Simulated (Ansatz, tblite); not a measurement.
LiGeN: GFN2-xTB, run from Python

These are simulated results from tblite 0.8.0, not measurements. The cell began as a database structure and was relaxed with r2SCAN in plane waves (Ansatz 0.2.0). It may be hypothetical. All runs are without spin polarisation.

It is hexagonal, P6_3mc (No. 186); conventional cell a = 2.987 Å, c = 9.353 Å, 12.05 Å³ an atom. Li is surrounded by 3 N at 2.17 Å; Ge is surrounded by 3 N at 1.98 Å; N is surrounded by 3 Ge at 1.98 Å and 3 Li at 2.17 Å.

tblite solves periodic systems at the zone centre alone, so the script builds a cluster of 4×4×1 conventional cells (96 atoms), which folds in a coarse mesh of k points.

run.py reads:

```python
import json
from ase import Atoms
from ase.build import make_supercell
from ase.units import Bohr, GPa, Hartree
from tblite.interface import Calculator

atoms = Atoms(['Li', 'Li', 'Ge', 'Ge', 'N', 'N'],
              cell=[[2.98706921, 0.0, 0.0], [-1.49353461, 2.58687782, 0.0], [0.0, 0.0, 9.35305774]],
              scaled_positions=[[0.666666667, 0.333333333, 0.743179816], [0.333333333, 0.666666667, 0.243179816], [0.0, 0.0, 0.49882732], [0.0, 0.0, 0.99882732], [0.333333333, 0.666666667, 0.602630864], [0.666666667, 0.333333333, 0.102630864]],
              pbc=True)
cluster = make_supercell(atoms, [[4, 0, 0], [0, 4, 0], [0, 0, 1]])
calc = Calculator('GFN2-xTB', cluster.numbers, cluster.positions / Bohr, lattice=cluster.cell[:] / Bohr, periodic=cluster.pbc)
calc.set('temperature', 0.02 / Hartree)
calc.set('max-iter', 150)
res = calc.singlepoint()
levels = res.get('orbital-energies') * Hartree
nv = round(res.get('orbital-occupations').sum() / 2)
cells = len(cluster) // len(atoms)
out = {'energy_per_cell': res.get('energy') * Hartree / cells, 'homo': levels[nv - 1], 'lumo': levels[nv],
       'stress': (-res.get('virial') * Hartree / cluster.get_volume() / GPa).tolist(), 'charges': res.get('charges')[:len(atoms)].tolist(), 'electrons': 2 * nv / cells}
json.dump(out, open('results.json', 'w'))
for key, value in out.items():
    print(key, value)
```

Command: `python run.py`. It took 14 s on 1 thread of Arm Neoverse V2, on a shared host, peak memory 0.14 GiB.

What it printed:

```
------------------------------------------------------------
  cycle        total energy    energy error   density error
------------------------------------------------------------
      1     -157.6329395770  -1.5818212E+02   8.3661975E-01
      2     -165.5338157056  -7.9008761E+00   7.2670288E-01
      3     -166.0003013538  -4.6648565E-01   4.0808134E-01
      4     -157.9594099687   8.0408914E+00   6.2813007E-01
      5     -157.5418036947   4.1760627E-01   6.3067030E-01
      6     -164.1637544717  -6.6219508E+00   3.7748228E-01
      7     -165.7744603117  -1.6107058E+00   8.1593459E-02
      8     -166.3508176244  -5.7635731E-01   9.7782865E-02
      9     -166.4705610556  -1.1974343E-01   2.3865677E-02
     10     -166.4797566038  -9.1955481E-03   1.1392584E-02
     11     -166.4813111107  -1.5545070E-03   9.2321727E-03
     12     -166.4839422991  -2.6311884E-03   2.5448200E-03
     13     -166.4839299383   1.2360829E-05   2.5057931E-03
     14     -166.4839704205  -4.0482161E-05   1.3992649E-03
     15     -166.4839730481  -2.6276244E-06   1.1483811E-03
     16     -166.4839731105  -6.2374568E-08   1.1453558E-03
     17     -166.4839690664   4.0440057E-06   1.1047937E-03
     18     -166.4839706430  -1.5765719E-06   6.6391290E-04
     19     -166.4839692694   1.3736303E-06   7.3163710E-04
     20     -166.4839695602  -2.9079638E-07   6.6828955E-04
     21     -166.4839701392  -5.7903293E-07   5.9488250E-04
     22     -166.4839700403   9.8932418E-08   5.6022459E-04
     23     -166.4839707221  -6.8182430E-07   3.2391743E-04
     24     -166.4839709642  -2.4204300E-07   1.9079395E-04
     25     -166.4839709699  -5.7521561E-09   1.4653175E-04
     26     -166.4839710025  -3.2576310E-08   1.3221250E-04
     27     -166.4839710217  -1.9262501E-08   1.2627128E-04
     28     -166.4839710219  -1.5162982E-10   1.2541923E-04
     29     -166.4839710365  -1.4646702E-08   1.1602389E-04
     30     -166.4839710358   6.9994144E-10   1.1648486E-04
     31     -166.4839710472  -1.1394121E-08   1.2621560E-04
     32     -166.4839710548  -7.5443722E-09   1.2058255E-04
     33     -166.4839710599  -5.1575455E-09   1.1062344E-04
     34     -166.4839710602  -2.4283509E-10   1.1247464E-04
     35     -166.4839710607  -5.0886229E-10   1.1028767E-04
     36     -166.4839710608  -1.3457679E-10   1.1356892E-04
     37     -166.4839710629  -2.0638424E-09   9.7312438E-05
     38     -166.4839710642  -1.3394583E-09   8.3744309E-05
     39     -166.4839710637   4.8200377E-10   2.7216462E-05
     40     -166.4839710643  -5.8028604E-10   1.1901042E-05
------------------------------------------------------------

 total:                                  13.044 sec
energy_per_cell -283.14122521880995
homo -10.856507294013706
lumo -9.935468056852372
stress [[-20.023090292799143, -0.0003722057511610822, 2.202248871365823e-06], [-0.000372205751161014, -20.023520188769716, -1.8777195811846047e-06], [2.2022488710161015e-06, -1.877719581364124e-06, -9.844956446801051]]
charges [0.12260270762094022, 0.12260775908350707, 0.27773387092367985, 0.27773465557167254, -0.4003164328170261, -0.4003167959860723]
electrons 20.0
```

The cycle table is in hartree for the whole cluster, and the lines after it are in eV (the energy for one cell). The printed stress is in GPa and positive in compression, and the pressure is its mean diagonal.

GFN2-xTB gives a gap of 0.92 eV. On the same cell, plane-wave PBE (Ansatz, 12×12×4 k points and the special points) gives a gap of 1.51 eV and r2SCAN a gap of 1.83 eV; on shared hosts these took about 9.5 and 22 core-seconds on the 6-atom cell, against 14 for the script. Semilocal gaps usually lie below measured ones. xTB was fitted to molecules, so gaps, charges and pressures of solids can be far off, and the gap also depends on the size of the cluster.

The pressure on this cell is -16.6 GPa (positive in compression).

xTB was fitted mostly to molecules, and a small cluster samples few k points, so gaps, pressures and kinks along a curve can be far from a solid's.

The runs are scalar-relativistic, without spin-orbit coupling.
